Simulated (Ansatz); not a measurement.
# Al (P6_3/mmc): test of the smearing width, by script

How much does the smearing width move the energy of Al (P6_3/mmc)? Wanted for Al (P6_3/mmc): a test of the smearing width.

This is Al in the hcp structure; at room conditions it is fcc.

Computed with the Python package of Ansatz 0.2.0. Level of theory: DFT r2SCAN, plane waves, PAW.

**1. Starting point**

The structure is hexagonal, space group P6_3/mmc (No. 194). The conventional cell has a = 2.812 Å, b = 2.812 Å, c = 4.867 Å, α = 90.00°, β = 90.00°, γ = 120.00°. Around Al (site symmetry -6m2) lie 12 Al at 2.81 to 2.93 Å.

The script reads al.cif:

```cif
data_Al
_cell_length_a 2.812455
_cell_length_b 2.812455
_cell_length_c 4.866850
_cell_angle_alpha 90.00000
_cell_angle_beta 90.00000
_cell_angle_gamma 120.00000
_symmetry_space_group_name_H-M 'P 1'
_symmetry_Int_Tables_number 1
loop_
_symmetry_equiv_pos_as_xyz
'x, y, z'
loop_
_atom_site_label
_atom_site_type_symbol
_atom_site_fract_x
_atom_site_fract_y
_atom_site_fract_z
Al1 Al    0.666667    0.333333    0.750000
Al2 Al    0.333333    0.666667    0.250000
```

**2. The code**

File run_smear.py:

```python
import csv

import ansatz as az
from ase.io import read


def main() -> None:
    atoms = read("al.cif")
    al = az.Crystal.from_ase(atoms)

    model = al.calculation()
    model = model.basis(48 * az.Ry)
    model = model.kpoints(14, 14, 7)
    model = model.functional(az.Functional.R2SCAN).scf(tolerance=1e-10)

    rows = []
    for value in [0.5, 0.3, 0.2, 0.1]:
        report = model.occupations("fermi_dirac", width=value).run(threads=1).report
        rows.append((value, report["free_energy_ev"] / len(report["lattice"]["sites"]), report["n_iterations"], report["n_kpoints"]))

    with open("smear.csv", "w", newline="") as handle:
        writer = csv.writer(handle)
        writer.writerow(["width (eV)", "F/atom (eV)", "iterations", "k-points"])
        writer.writerows([round(v, 5) if isinstance(v, float) else v for v in row] for row in rows)

    for row in rows[:-1]:
        shift = 1000 * (row[1] - rows[-1][1])
        print(f"{row[0]}: {shift:+.2f} meV/atom" + ("  (within 5 meV)" if abs(shift) < 5 else ""))


if __name__ == "__main__":
    main()
```

**3. What the engine is handed**

The engine receives this input (first run):

```yaml
crystal:
  lattice:
    - [2.812455, 0.0, 0.0]
    - [-1.4062274999999993, 2.4356574770005635, 0.0]
    - [0.0, 0.0, 4.86685]
  atoms:
    - { symbol: Al, position: [0.6666669999999999, 0.333333, 0.7500000000000001] }
    - { symbol: Al, position: [0.333333, 0.666667, 0.25] }
basis:
  ecutwfc: 653.073269903712
kpoints:
  mp_grid:
    grid: [14, 14, 7]
hamiltonian:
  xc: r2scan
scf:
  convergence:
    dr2_threshold: 1.0e-10
  occupations:
    method: fermi_dirac
    width: 0.5
```

**4. Running it**

The run is started by

```sh
$ python run_smear.py
```

What it wrote:

```text
DeckWarning: the atoms were moved onto the symmetric positions of the space group found under crystal.symmetry.tolerance 1.0e-5 (fractional; no operation is sought that the atoms, as they stand in a round, miss by more than twice it, and no atom is moved by [...]
0.5: -152.92 meV/atom
0.3: -49.88 meV/atom
0.2: -17.97 meV/atom
```

(Warnings from the package without file and line, shortened.)

It took 24 s on 1 thread of Arm Neoverse V1, shared host; peak memory 0.51 GiB.

File smear.csv afterwards:

```csv
width (eV),F/atom (eV),iterations,k-points
0.5,-540.52164,7,96
0.3,-540.4186,7,96
0.2,-540.3867,7,96
0.1,-540.36872,7,96
```

**5. What changed from run to run**

The engine's inputs for the other runs:

Run 2, against run 1:

```diff
@@ -21 +21 @@
-    width: 0.5
+    width: 0.3
```

Run 3, against run 1:

```diff
@@ -21 +21 @@
-    width: 0.5
+    width: 0.2
```

Run 4, against run 1:

```diff
@@ -21 +21 @@
-    width: 0.5
+    width: 0.1
```

**6. Run by run**

The 4 runs, in the order started:

| run | width (eV) | energy from run 4 (meV/atom) | the same at zero width (meV/atom) | SCF cycles | CPU time (s) |
| --- | --- | --- | --- | --- | --- |
| 1 | 0.5 | -152.92 | 2.63 | 7 | 5.7 |
| 2 | 0.3 | -49.88 | 2.67 | 7 | 5.4 |
| 3 | 0.2 | -17.97 | 1.85 | 7 | 5.5 |
| 4 | 0.1 | 0.00 | 0.00 | 7 | 5.7 |

Energies are free energies F = E - TS of the smeared occupations. 

**7. What came out**

| quantity | value |
| --- | --- |
| runs compared | 4 |
| last run but one, from the last | -17.97 meV/atom |
| within 5 meV/atom of the last run from | no earlier run |

Going from 0.1 to 0.5 eV changes F by -152.9 meV an atom. With this scheme F falls roughly as the square of the width; the report's estimate for zero width (energy_sigma0_ev) moves by only +2.6 meV. Reading the output:
- The smearing is wide enough that free energy and stress hold a thermal part of the electrons.
- The narrowest width needs the finest mesh, so the last row is no converged reference.
- This isn't the structure that Al takes at ambient conditions. Whether this is the phase that is stable at ambient conditions was not tested.
